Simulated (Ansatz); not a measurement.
**CH₂FNSn: basis-set convergence**

One table from this session's results is given with a row withheld; the runs are named, their logs left out.

The runs use Ansatz 0.2.0, Gaussian basis; one geometry, several basis sets.

Levels to be run: PBE0-D4/def2-SVP; ωB97M-V/def2-SVP; PBE0-D4/def2-QZVPP; ωB97M-V/def2-QZVPP; the functionals' def2-TZVPP values are taken from earlier runs.

## Structure used throughout

An earlier PBE0-D4 in a triple-zeta def2 set relaxation fixed the geometry. Sn takes the def2 core potential; no spin-orbit term is included.

SMILES `N#[C][SnH2][F]`, 6 atoms, charge 0, spin multiplicity 1.

Atoms are counted from 1 here; the program's logs count them from 0.

Bond lengths: N1–C2 1.152 Å, C2–Sn3 2.104 Å, Sn3–F4 1.910 Å, Sn3–H5 1.690 Å, Sn3–H6 1.690 Å. Angles: N1–C2–Sn3 177.5°, C2–Sn3–F4 103.5°, C2–Sn3–H5 109.5°, C2–Sn3–H6 109.5°, F4–Sn3–H5 106.7°, F4–Sn3–H6 106.7°, H5–Sn3–H6 119.6°.

The first run:

The input, in.yaml:

```yaml
crystal:
  periodic: [false, false, false]
  atoms:
    - {symbol: N, position_ang: [2.046850, -1.267666, 1.073104]}
    - {symbol: C, position_ang: [1.158029, -0.706956, 0.601256]}
    - {symbol: Sn, position_ang: [-0.421771, 0.395775, -0.244986]}
    - {symbol: F, position_ang: [-1.678613, -0.947716, -0.759994]}
    - {symbol: H, position_ang: [0.106083, 1.137786, -1.669133]}
    - {symbol: H, position_ang: [-1.168477, 1.324677, 0.953754]}
basis:
  gaussian: {orbitals: def2-SVP}
hamiltonian: {xc: pbe0, dispersion: d4}
output: {orbitals: {seedname: orbitals}}
```

Launch:

```
$ ansatz run in.yaml --threads 2 --pin off --events-out ev --progress --plain --max-ram 22528MiB --backend cpu
```

Among the steps run: PBE0-D4 in def2-SVP; ωB97M-V in def2-SVP; PBE0-D4 in def2-QZVPP; ωB97M-V in def2-QZVPP.

One of the session's tables, all rows but one given; the rest of the session is left out.

It belongs to the step «Density functionals: the series». 

```
functional       basis  HOMO (eV)  LUMO (eV)
   PBE0-D4    def2-SVP      -9.82      -1.44
   PBE0-D4  def2-TZVPP      -9.93      -1.68
   PBE0-D4  def2-QZVPP          ?          ?
   ωB97M-V    def2-SVP     -12.03       0.47
   ωB97M-V  def2-TZVPP     -12.19       0.05
   ωB97M-V  def2-QZVPP     -12.21      -0.07
```

**Question.** Estimate the row for PBE0-D4, def2-QZVPP.

The run gave: HOMO (eV): -9.95; LUMO (eV): -1.72. In the column «HOMO (eV)» it lies between ωB97M-V, def2-SVP (-12.03) and PBE0-D4, def2-TZVPP (-9.93).
